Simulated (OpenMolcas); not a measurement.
# Co²⁺: CASSCF and CASPT2 terms and fine-structure levels

Aim: the low terms and levels of Co²⁺, with their order and spacing, then second-order correlation under several settings.

Program: OpenMolcas 26.06. Level of theory: state-averaged CASSCF and CASPT2, spin-orbit coupling by RASSI with atomic mean-field integrals. These are calculated values, not measurements, unless marked.

## (1) The atom as given

| Property | Result |
| --- | --- |
| Species | Co²⁺ (cobalt, Z = 27, 25 electrons) |
| Basis | ANO-R3 [8s5p5d3f2g1h], 98 functions |
| Scalar Hamiltonian | X2C, finite nucleus |
| Inactive shells | 1s 2s 2p 3s 3p |
| Active space | 7 electrons in 5 orbitals (3d) |
| Some configurations of this space | 3d⁷ |
| Orbitals | optimised for each spin and parity, averaged over all roots |

The outer shells:

3d7
```
3d [↑↓][↑↓][↑ ][↑ ][↑ ]
```

The work runs as a chain of OpenMolcas steps in one folder; each step below is one input file. Labels, J, g values, rates, χT and fits are worked out afterwards by a script from the matrices that RASSI stores.

## (2) One- and two-electron integrals

a.inp reads:

```
&GATEWAY
Coord
1

Co 0.0 0.0 0.0
Basis=ANO-R3
Group=XYZ
NoMove
AngMom=0.0 0.0 0.0
AMFI
&SEWARD
```

## (3) Reference wave functions, quartets of even parity, 10 roots

a.inp reads:

```
&RASSCF
FileOrb=start.orb
Symmetry=1
Spin=4
nActEl=7 0 0
Inactive=3 6
Ras2=5 0
CIRoot=10 10 1
SDav=10
CIMx=300
Iter=120 100
PrWF=0.3
OrbListing=Nothing
MaxOrb=0
Atom
>>> COPY $Project.JobIph JOB001
```

start.orb holds the contracted functions of the basis, ordered by shell, or the orbitals of the step before.

## (4) CASSCF: doublets of even parity, 40 roots

a.inp reads:

```
&RASSCF
FileOrb=start.orb
Symmetry=1
Spin=2
nActEl=7 0 0
Inactive=3 6
Ras2=5 0
CIRoot=40 40 1
SDav=40
CIMx=300
Iter=120 100
PrWF=0.3
OrbListing=Nothing
MaxOrb=0
Atom
>>> COPY $Project.JobIph JOB002
```

## (5) RASSI: spin-orbit coupling between the states

a.inp reads:

```
&RASSI
NrOfJobIphs=2 10 40
1 2 3 4 5 6 7 8 9 10
1 2 3 4 5 6 7 8 9 10 11 12 13 14 15 16 17 18 19 20 21 22 23 24 25 26 27
28 29 30 31 32 33 34 35 36 37 38 39 40
IphNames
JOB001
JOB002
EJob
SpinOrbit
DIPRint=1.0
SOCoupling=1000.0
Subsets=2
MEES
Property=10
'ANGMOM' 1 'ANGMOM' 2 'ANGMOM' 3 'MLTPL  1' 1 'MLTPL  1' 2 'MLTPL  1' 3
'AMFI' 1 'AMFI' 2 'AMFI' 3 'MLTPL  2' 6
SOProperty=3
'ANGMOM' 1 'ANGMOM' 2 'ANGMOM' 3
```

## (6) CASPT2: IPEA 0.25, imaginary shift 0.1 (closed shells correlated: 3s 3p)

a.inp reads:

```
>>> COPY JOB001 $Project.JobIph
&CASPT2
Multistate=10 1 2 3 4 5 6 7 8 9 10
Frozen=2 3
IPEA=0.25
Imaginary=0.1
MaxIter=60
WThr=0.0 0.3 0.05
PrWF=0.5
NoMix
>>> COPY JOB002 $Project.JobIph
&CASPT2
Multistate=40 1 2 3 4 5 6 7 8 9 10 11 12 13 14 15 16 17 18 19 20 21 22
23 24 25 26 27 28 29 30 31 32 33 34 35 36 37 38 39 40
Frozen=2 3
IPEA=0.25
Imaginary=0.1
MaxIter=60
WThr=0.0 0.3 0.05
PrWF=0.5
NoMix
```

## (7) CASPT2: IPEA 0.25, real shift 0.2 (closed shells correlated: 3s 3p)

Changes to a.inp since step 6:

```diff
@@ -5,3 +5,3 @@
 IPEA=0.25
-Imaginary=0.1
+Shift=0.2
 MaxIter=60
@@ -16,3 +16,3 @@
 IPEA=0.25
-Imaginary=0.1
+Shift=0.2
 MaxIter=60
```

(Steps that only read results are left out.)

What does the calculation give? Wanted: lowest level; first excited level; lowest level of another term; spin-orbit lowering of the lowest level; strongest of the lines computed, by gA.

As calculated:

| quantity | value |
| --- | --- |
| method | SS-CASPT2, IPEA 0.25, imaginary shift 0.1 (closed shells correlated: 3s 3p) |
| lowest level | 3d⁷ ⁴F_9/2, 100 % of that term, g = 1.334 |
| ground level listed by NIST | 4F9/2 |
| first excited level | 3d⁷ ⁴F_7/2 at 836 cm⁻¹ |
| lowest level of another term | 3d⁷ ⁴P_5/2 at 15760 cm⁻¹ |
| spin-orbit lowering of the lowest level | 849 cm⁻¹ |
| strongest of the lines computed, by gA (one parity, so forbidden lines), at CASSCF energies | 3d⁷ ²D_5/2(2) → 3d⁷ ²G_9/2, 197.9 nm, A = 1.96e+01 s⁻¹ |

What each method costs and misses:

```
                                              method  time of its own steps  time with the reference  mean absolute difference from the measured levels (cm-1)
                                           A. CASSCF                  8.3 s                    8.3 s                                                      3600
B. SS-CASPT2, IPEA 0.25, imaginary shift 0.1, +3s 3p                   16 s                     25 s                                                       400
     C. SS-CASPT2, IPEA 0.25, real shift 0.2, +3s 3p                   16 s                     25 s                                                       400
```

Times are of one thread on a shared host.

**Reading.** The multiplet ⁴F is inverted; its intervals divided by the larger J differ by 10 % of their mean, where Landé's rule for pure LS coupling makes them equal. Second-order correlation (method B) scales the levels of the lowest configuration above 5000 cm⁻¹ by 0.81 to 0.86. Method C lies closest to the measured levels (400 cm⁻¹ on average, level with B) and A farthest (3600). Only the configurations of the active space and the roots asked for are present. CASPT2 does not keep the components of a term degenerate, and the means are used. Only valence configurations of the active space appear, up to the ionisation limit; * or ° marks odd parity.
